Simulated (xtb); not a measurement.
# GFN1-xTB run of CH5AlOS (SMILES [OH][AlH][CH2]S)

Aim: a structure relaxation of CH5AlOS. 

The results are computed with xtb 6.7.1 later snapshot.

### 1 The system as given

The species is CH5AlOS (9 atoms), meant as a singlet with charge 0. As SMILES, `[OH][AlH][CH2]S`. All atoms were displaced at random from a relaxed shape. The run starts from this shape.

Bond lengths: O1–Al2 1.517 Å, Al2–C3 2.060 Å, C3–S4 1.953 Å, O1–H5 1.026 Å, Al2–H6 1.606 Å, C3–H7 1.086 Å, C3–H8 1.131 Å, S4–H9 1.285 Å. Some angles: O1–Al2–C3 119.5°, Al2–C3–S4 81.4°, O1–Al2–H6 122.5°, C3–Al2–H6 118.0°, Al2–O1–H5 177.2°, Al2–C3–H7 135.3°, Al2–C3–H8 110.5°, S4–C3–H7 103.1°, S4–C3–H8 103.2°, C3–S4–H9 94.9°.

### 2 A geometry optimisation at GFN1-xTB

File xcontrol:

```
$chrg 0
$spin 0
$opt
   hessian=old
$end
```

File mol.xyz:

```xyz
9
CH5AlOS
O     -0.71748000     1.92984000    -0.13404000
Al     0.19996000     0.84089000     0.38870000
C     -0.44418000    -1.11599000     0.38992000
S      0.63171000    -1.16529000    -1.23887000
H     -1.29814000     2.69031000    -0.50415000
H      1.67070000     1.15021000     0.95597000
H     -0.14979000    -2.02480000     0.90664000
H     -1.50407000    -1.18455000     0.00052000
H      1.75928000    -1.08557000    -0.62762000
```

Started as:

```
$ xtb mol.xyz --input xcontrol --gfn 1 --opt tight > xtb.out
```

Q: Predict the results. Wanted: total energy at the end; dipole moment; HOMO energy; LUMO energy; HOMO–LUMO gap; dispersion energy.

Answer, from the run:

Level: GFN1-xTB.

```
               quantity         value
total energy at the end  -14.54217 Eh
          dipole moment        1.63 D
            HOMO energy     -10.81 eV
            LUMO energy      -5.37 eV
          HOMO–LUMO gap       5.44 eV
      dispersion energy  -7.23 kJ/mol
```

In words: At the final geometry: Bond lengths: O1–Al2 1.690 Å, Al2–C3 1.952 Å, C3–S4 1.859 Å, O1–H5 0.951 Å, Al2–H6 1.516 Å, C3–H7 1.091 Å, C3–H8 1.091 Å, S4–H9 1.326 Å. Some angles: O1–Al2–C3 115.8°, Al2–C3–S4 81.3°, O1–Al2–H6 115.7°, C3–Al2–H6 127.9°, Al2–O1–H5 170.3°, Al2–C3–H7 118.2°, Al2–C3–H8 125.7°, S4–C3–H7 109.2°, S4–C3–H8 109.5°, C3–S4–H9 99.7°. The optimisation took 45 steps and changed the energy by -0.842 eV. Mulliken charges run from -0.63 on O1 to +0.42 on Al2.
